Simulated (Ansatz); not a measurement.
# Ti3C: the cost of one run

Program: Ansatz 0.2.0. Level of theory: DFT PBE, scalar-relativistic, plane waves, PAW, unless a step names another level. These are calculated values, not measurements.

## Step 1: The structure to begin with

It takes space group P-3m1 (No. 164, trigonal). The conventional cell has a = 3.044 Å, b = 3.044 Å, c = 7.179 Å, α = 90.00°, β = 90.00°, γ = 120.00°. Ti (site symmetry 3m) is surrounded by 3 C at 2.11 Å. Ti (site symmetry -3m) has 12 Ti at 2.99 to 3.04 Å as nearest neighbours. C (site symmetry -3m) has 6 Ti at 2.11 Å as nearest neighbours.

As a file:

```cif
data_structure
_symmetry_space_group_name_H-M 'P-3m1'
_symmetry_Int_Tables_number 164
_cell_length_a 3.0439
_cell_length_b 3.0439
_cell_length_c 7.1792
_cell_angle_alpha 90.000
_cell_angle_beta 90.000
_cell_angle_gamma 120.000
_cell_volume 57.61
loop_
_atom_site_label
_atom_site_type_symbol
_atom_site_symmetry_multiplicity
_atom_site_Wyckoff_symbol
_atom_site_fract_x
_atom_site_fract_y
_atom_site_fract_z
_atom_site_occupancy
Ti1 Ti 2 d 0.33333 0.66667 0.16266 1
Ti2 Ti 1 b 0.00000 0.00000 0.50000 1
C1 C 1 a 0.00000 0.00000 0.00000 1
```

It came out lowest among 32 distinct ends of the trial cells. At a tolerance of 0.05 Å it has space group P-3m1 (No. 164).

## Step 2: Relaxing to 0.001 eV/Å, on the response runs' mesh and smearing

input.yaml reads:

```yaml
crystal:
  lattice:
    - [3.0439368081, 0.0, 0.0]
    - [-1.5219684041, 2.6361266033, 0.0]
    - [0.0, 0.0, 7.1791606919]
  atoms:
    - { symbol: Ti, position: [0.3333333333, 0.6666666667, 0.162660655] }
    - { symbol: Ti, position: [0.6666666667, 0.3333333333, 0.837339345] }
    - { symbol: Ti, position: [0.0, 0.0, 0.5] }
    - { symbol: C, position: [0.0, 0.0, 0.0] }
basis:
  ecutwfc: 420
kpoints:
  mp_grid: { grid: [12, 12, 6] }
hamiltonian:
  xc: pbe
scf:
  occupations: { method: gaussian, width: 0.1 }
output:
  forces: true
  stress: true
  eigenvalues: true
relax:
  adjacent_minimum: "off"
  f_tol: 0.001
  max_steps: 60
  cell: { stress_tol: 0.01 }
```

Command:

```sh
> ansatz run input.yaml --threads 3 --pin off --max-ram 7680MiB --backend cpu --events-out ev --progress --plain --runs-dir out
```

Q: Estimate wall time and peak memory on 3 threads of Intel Xeon at 2.70GHz, shared host.

About 7.6 s, with a peak of 0.47 GiB.
